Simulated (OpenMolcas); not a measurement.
**singlet CH3F2Si−: levels of theory compared**

We compute a comparison of 6 runs (HF/STO-3G, BHLYP/6-311+G**, BLYP/6-311+G**, M06-L/6-311+G**, r2SCAN/6-311+G**, CCSD(T)/6-311+G**) of singlet CH3F2Si−. 

The calculation is run with OpenMolcas 26.06.

## 1. The system as given

CH3F2Si−: 7 atoms, total charge -1, spin state singlet. As SMILES of the parent species, `C[Si](F)F`. The coordinates come from a PBE0-D4/def2-TZVP relaxation. That shape belongs to the parent species and isn't relaxed for this state.

Bond lengths: C1–Si2 1.860 Å, Si2–F3 1.598 Å, Si2–F4 1.598 Å, C1–H5 1.091 Å, C1–H6 1.091 Å, C1–H7 1.094 Å. Angles: C1–Si2–F3 108.7°, C1–Si2–F4 108.7°, F3–Si2–F4 106.1°, Si2–C1–H5 110.5°, Si2–C1–H6 110.5°, Si2–C1–H7 108.7°, H5–C1–H6 109.0°, H5–C1–H7 109.0°, H6–C1–H7 109.0°.

## 2. The energy at HF/STO-3G (run 1)

The input, mol.xyz:

```xyz
7

C     -0.274200     0.729000    -0.218000
Si     0.785100    -0.790400    -0.045500
F      1.077400    -1.037600     1.505800
F     -0.050900    -2.056800    -0.546000
H     -0.539200     0.893800    -1.263500
H      0.252700     1.607700     0.157300
H     -1.189800     0.586300     0.364200
```

The input, calc.input:

```
* CH3F2Si Hartree-Fock
&GATEWAY
BasLib=$CurrDir
Coord=mol.xyz
Basis=STO-3G
Group=NoSym
&SEWARD
&SCF
Charge=-1
Thresholds=1e-10 1e-07 1e-07 1e-05
PrOrbitals=1 1
```

The basis set STO-3G is read from a file made from the Basis Set Exchange's data (not shown).

On the command line:

```bash
$ export MOLCAS_MEM=1860
$ pymolcas calc.input > calc.log
```

Standard output:

```text
--- Start Module: gateway ---
[...]
--- Stop Module: gateway /rc=_RC_ALL_IS_WELL_ ---
--- Start Module: seward ---
[...]
      Basis functions           27
--- Stop Module: seward /rc=_RC_ALL_IS_WELL_ ---
--- Start Module: scf ---
[...]
       Convergence after  13 Iterations
[...]
::    Total SCF energy                               -520.6423589884
[...]
      Total spin, S                                     0.0000000000
[...]
      Total electronic charge=   42.000000
      Total            charge=   -1.000000
[...]
      Dipole Moment (debye):
      Origin of the operator (angstrom)=    0.4530   -0.8524    0.1679
                   X= -1.1850E+00               Y= -1.1531E-01               Z=  7.0854E-01           Total=  1.3855E+00
      Center of Charge (angstrom)
[...]
--- Stop Module: scf /rc=_RC_ALL_IS_WELL_ ---
[...]
```

Run time: 1.6 s. Hardware: 1 thread of Intel Xeon Platinum 8375C at 2.90GHz (Ice Lake), shared host; peak memory 0.37 GiB.

## 3. The energy at BHLYP/6-311+G(d,p) (run 2)

The input, test.inp:

```
&gateway
baslib = $CurrDir
coord
7
angstrom
C       -0.274200       0.729000      -0.218000
Si       0.785100      -0.790400      -0.045500
F        1.077400      -1.037600       1.505800
F       -0.050900      -2.056800      -0.546000
H       -0.539200       0.893800      -1.263500
H        0.252700       1.607700       0.157300
H       -1.189800       0.586300       0.364200
basis = 6-311pGss
group = NoSym
&seward
gridinput
Grid=UltraFine
End of Grid
&scf
charge = -1
ksdft = HYB_GGA_XC_BHANDHLYP
thresholds = 1e-10 1e-07 1e-07 1e-05
prorbitals = 1 1
```

The basis set 6-311+G** is read from a file made from the Basis Set Exchange's data (not shown).

On the command line:

```bash
$ export MOLCAS_MEM=1860
$ pymolcas test.inp > test.log
```

Standard output:

```text
--- Start Module: gateway ---
[...]
--- Stop Module: gateway /rc=_RC_ALL_IS_WELL_ ---
--- Start Module: seward ---
[...]
      Basis functions          114
--- Stop Module: seward /rc=_RC_ALL_IS_WELL_ ---
[...]
--- Start Module: scf ---
[...]
       Convergence after  17 Iterations
[...]
::    Total KS-DFT energy                            -529.1873184771
[...]
      Total spin, S                                     0.0000000000
[...]
      Total electronic charge=   42.000000
      Total            charge=   -1.000000
[...]
      Dipole Moment (debye):
      Origin of the operator (angstrom)=    0.4530   -0.8524    0.1679
                   X= -3.3689E+00               Y=  3.5345E-01               Z=  1.6777E+00           Total=  3.7801E+00
      Center of Charge (angstrom)
[...]
--- Stop Module: scf /rc=_RC_ALL_IS_WELL_ ---
[...]
```

Wall time 37 s (1 thread of Intel Xeon Platinum 8375C at 2.90GHz (Ice Lake), shared host); peak memory 0.69 GiB.

Runs 3 to 5 aren't shown in full; the table further down has their settings and results.

## 4. The energy at CCSD(T)/6-311+G(d,p) (Cholesky decomposition) (run 6)

The input, coord.xyz:

```xyz
7

C     -0.274200     0.729000    -0.218000
Si     0.785100    -0.790400    -0.045500
F      1.077400    -1.037600     1.505800
F     -0.050900    -2.056800    -0.546000
H     -0.539200     0.893800    -1.263500
H      0.252700     1.607700     0.157300
H     -1.189800     0.586300     0.364200
```

The input, test.inp:

```
* CH3F2Si CCSD(T)

&GATEWAY
 BasLib = $CurrDir
 Coord = coord.xyz
 Basis = 6-311pGss
 Group = NoSym

&SEWARD
 High

&SCF
 Charge = -1
 Thresholds = 1e-10 1e-07 1e-07 1e-05
 PrOrbitals = 1 1

&CHCC
 Frozen = 8
 Threshold = 1e-08
 MaxIterations = 80

&CHT3
 Frozen = 8
```

The basis set 6-311+G** is read from a file made from the Basis Set Exchange's data (not shown).

On the command line:

```bash
$ export MOLCAS_MEM=1860
$ pymolcas test.inp > test.log
```

Standard output:

```text
--- Start Module: gateway ---
[...]
--- Stop Module: gateway /rc=_RC_ALL_IS_WELL_ ---
[...]
      Basis functions          114
[...]
       Convergence after  16 Iterations
[...]
::    Total SCF energy                               -527.5911892077
[...]
      Total spin, S                                     0.0000000000
[...]
      Total electronic charge=   42.000000
      Total            charge=   -1.000000
[...]
      Dipole Moment (debye):
      Origin of the operator (angstrom)=    0.4530   -0.8524    0.1679
                   X= -3.9845E+00               Y=  5.6707E-01               Z=  1.9103E+00           Total=  4.4550E+00
      Center of Charge (angstrom)
[...]
--- Start Module: chcc ---
[...]
--- Stop Module: chcc /rc=_RC_ALL_IS_WELL_ ---
[...]
--- Start Module: cht3 ---
[...]
--- Stop Module: cht3 /rc=_RC_ALL_IS_WELL_ ---
[...]
```

Wall time 15 min (1 thread of Intel Xeon Platinum 8375C at 2.90GHz (Ice Lake), shared host); peak memory 0.27 GiB.

## 5. Overview of the runs

| run | level | integration grid | integral approximation | energy (Eh) | HOMO energy (eV) | LUMO energy (eV) | HOMO–LUMO gap (eV) | wall time |
| --- | --- | --- | --- | --- | --- | --- | --- | --- |
| 1 | HF/STO-3G | – | none | -520.642359 | 4.82 | 23.06 | 18.24 | 1.6 s |
| 2 | BHLYP/6-311+G** | UltraFine | none | -529.187318 | 0.06 | 4.07 | 4.02 | 37 s |
| 3 | BLYP/6-311+G** | UltraFine | none | -529.253151 | 1.55 | 3.23 | 1.69 | 43 s |
| 4 | M06-L/6-311+G** | UltraFine | none | -529.237986 | 1.73 | 4.02 | 2.28 | 62 s |
| 5 | r2SCAN/6-311+G** | UltraFine | none | -529.151517 | 1.53 | 3.63 | 2.10 | 53 s |
| 6 | CCSD(T)/6-311+G** (Cholesky decomposition) | – | CD high | -528.306300 | -1.05 | 5.06 | 6.10 | 15 min |

## 6. Results

| quantity | value |
| --- | --- |
| run 6: total energy | -528.30630 Eh |
| run 6: HOMO energy (Hartree–Fock orbitals) | -1.05 eV |
| run 6: LUMO energy (Hartree–Fock orbitals) | 5.06 eV |
| run 6: HOMO–LUMO gap (to an unbound level, set by the basis) | 6.10 eV |
| run 6: correlation energy (8 core orbitals frozen) | -715.1 mEh |
| run 6: (T) correction | -19.36 mEh |

In words: Over runs 1, 2, 3, 4, 5 the HOMO–LUMO gap runs from 1.69 eV (BLYP/6-311+G**) to 18.24 eV (HF/STO-3G). The two ends differ in method and basis. The empty levels of an anion lie above zero and hang on the basis. Totals of different functionals can't be ranked against each other. In runs 1, 2, 3, 4, 5 the HOMO lies above zero, so the outermost electron may be held by the basis alone. In run 1 the basis is minimal, so the values are rough. All runs together took 18 min, the longest 15 min.
